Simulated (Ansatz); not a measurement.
H5IO2Si2, SMILES O[SiH](I)O[SiH3], vertical spin-state energies

Program: Ansatz 0.2.0 through its Python package.

Interactive session:
```pycon
>>> import ansatz as az
>>> geometry_ang = [
...     ("O", (-0.5974, 1.9785, 1.4554)),
...     ("Si", (0.1973, 1.2038, 0.2797)),
...     ("I", (2.5237, 1.2606, 0.9004)),
...     ("O", (-0.2386, -0.3472, 0.2397)),
...     ("Si", (-0.3071, -1.6359, -0.831)),
...     ("H", (-0.6413, 1.6216, 2.3167)),
...     ("H", (0.0283, 1.8566, -1.0299)),
...     ("H", (-1.0588, -1.2553, -2.0237)),
...     ("H", (-0.9096, -2.7964, -0.1167)),
...     ("H", (1.0865, -1.9374, -1.1879)),
... ]
>>> mol = az.Crystal.molecule()
>>> for symbol, xyz in geometry_ang:
...     mol = mol.atom(symbol, xyz)
...
>>> base = mol.calculation().basis(gaussian="def2-TZVP").functional("r2scan", dispersion="d4")
>>> found = {}
>>> for unpaired in [0, 2]:
...     summary = base.spin("collinear", total=unpaired).run(threads=1).report
...     s = unpaired / 2
...     found[unpaired] = summary["free_energy_ev"]
...     print(f"2S+1 = {unpaired + 1}: E = {found[unpaired]:.5f} eV, <S^2> = {abs(summary['mean_field']['state']['spin_squared']):.3f} (pure state {s * (s + 1):.2f})")
...
2S+1 = 1: E = -28038.83251 eV, <S^2> = 0.000 (pure state 0.00)
2S+1 = 3: E = -28032.77197 eV, <S^2> = 2.007 (pure state 2.00)
>>> lowest = min(found, key=found.get)
>>> for unpaired, e in found.items():
...     print(f"multiplicity {unpaired + 1}: {(e - found[lowest]):.3f} eV above the lowest")
...
multiplicity 1: 0.000 eV above the lowest
multiplicity 3: 6.061 eV above the lowest
```

In order: multiplicity 1 (+0.00 eV) and multiplicity 3 (+6.06 eV), all at the one geometry.

Total energies depend on the basis set; only differences at equal settings carry meaning. The geometry is a force-field or estimated start, not a minimum of this method, and the basis set is short of its limit. All parts are taken at fixed geometry, without zero-point energy. def2 sets replace the cores of elements past krypton by effective core potentials. Spin-orbit coupling, which mixes and shifts the spin states of heavy atoms, is left out. Wall time of the script: 80 s on 1 thread of AMD EPYC 9R45 96-Core Processor (Zen 5), with other jobs on the host, peak memory 0.86 GiB.
